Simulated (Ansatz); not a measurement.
# Mg5O: the cost of one run

Program: Ansatz 0.2.0. Level of theory: DFT PBE, scalar-relativistic, plane waves, PAW, unless a step names another level. These are calculated values, not measurements.

**1. Starting point**

Symmetry: P-3m1, No. 164, trigonal system. Conventional cell: a = 3.126 Å, b = 3.126 Å, c = 25.874 Å, α = 90.00°, β = 90.00°, γ = 120.00°. Mg (site symmetry -3m) is surrounded by 6 O at 2.17 Å. Mg (site symmetry 3m) has 3 O at 2.19 Å as nearest neighbours. Mg (site symmetry 3m) has 12 Mg at 3.13 to 3.19 Å as nearest neighbours. Mg (site symmetry -3m) has 12 Mg at 3.13 to 3.19 Å as nearest neighbours. Around O (site symmetry 3m) lie 6 Mg at 2.17 to 2.19 Å.

As a file:

```
CELL_PARAMETERS angstrom
3.12612 0.00000 0.00000
-1.56306 2.70730 0.00000
0.00000 0.00000 25.87365
ATOMIC_POSITIONS crystal
Mg 0.00000 0.00000 0.00000
Mg 0.66667 0.33333 0.90489
Mg 0.33333 0.66667 0.09511
Mg 0.33333 0.66667 0.80436
Mg 0.00000 0.00000 0.70283
Mg 0.66667 0.33333 0.19564
Mg 0.00000 0.00000 0.29717
Mg 0.00000 0.00000 0.50000
Mg 0.66667 0.33333 0.60173
Mg 0.33333 0.66667 0.39827
O 0.66667 0.33333 0.04688
O 0.33333 0.66667 0.95312
```

It came out lowest among 22 distinct ends of the trial cells. At a tolerance of 0.05 Å it has space group P-3m1 (No. 164).

**2. A stricter relaxation, on the response runs' mesh and smearing**

Input file input.yaml:

```yaml
crystal:
  lattice:
    - [3.1261218724, 0.0, 0.0]
    - [-1.5630609362, 2.7073009568, 0.0]
    - [0.0, 0.0, 25.8736475812]
  atoms:
    - { symbol: Mg, position: [0.0, 0.0, 0.0] }
    - { symbol: Mg, position: [0.6666666667, 0.3333333333, 0.9048897084] }
    - { symbol: Mg, position: [0.3333333333, 0.6666666667, 0.0951102916] }
    - { symbol: Mg, position: [0.3333333333, 0.6666666667, 0.8043551609] }
    - { symbol: Mg, position: [0.0, 0.0, 0.7028269573] }
    - { symbol: Mg, position: [0.6666666667, 0.3333333333, 0.1956448391] }
    - { symbol: Mg, position: [0.0, 0.0, 0.2971730427] }
    - { symbol: Mg, position: [0.0, 0.0, 0.5] }
    - { symbol: Mg, position: [0.6666666667, 0.3333333333, 0.6017325985] }
    - { symbol: Mg, position: [0.3333333333, 0.6666666667, 0.3982674015] }
    - { symbol: O, position: [0.6666666667, 0.3333333333, 0.0468781905] }
    - { symbol: O, position: [0.3333333333, 0.6666666667, 0.9531218095] }
basis:
  ecutwfc: 420
kpoints:
  mp_grid: { grid: [12, 12, 2] }
hamiltonian:
  xc: pbe
scf:
  occupations: { method: gaussian, width: 0.1 }
output:
  forces: true
  stress: true
  eigenvalues: true
relax:
  adjacent_minimum: "off"
  f_tol: 0.001
  max_steps: 60
  cell: { stress_tol: 0.01 }
```

Started as:

```console
$ ansatz run input.yaml --threads 3 --pin off --max-ram 7680MiB --backend cpu --events-out ev --progress --plain --runs-dir out
```

Q: Estimate wall time and peak memory on 3 threads of Intel Xeon 6975P-C (Granite Rapids), shared host.

About 27 s, with a peak of 0.83 GiB.
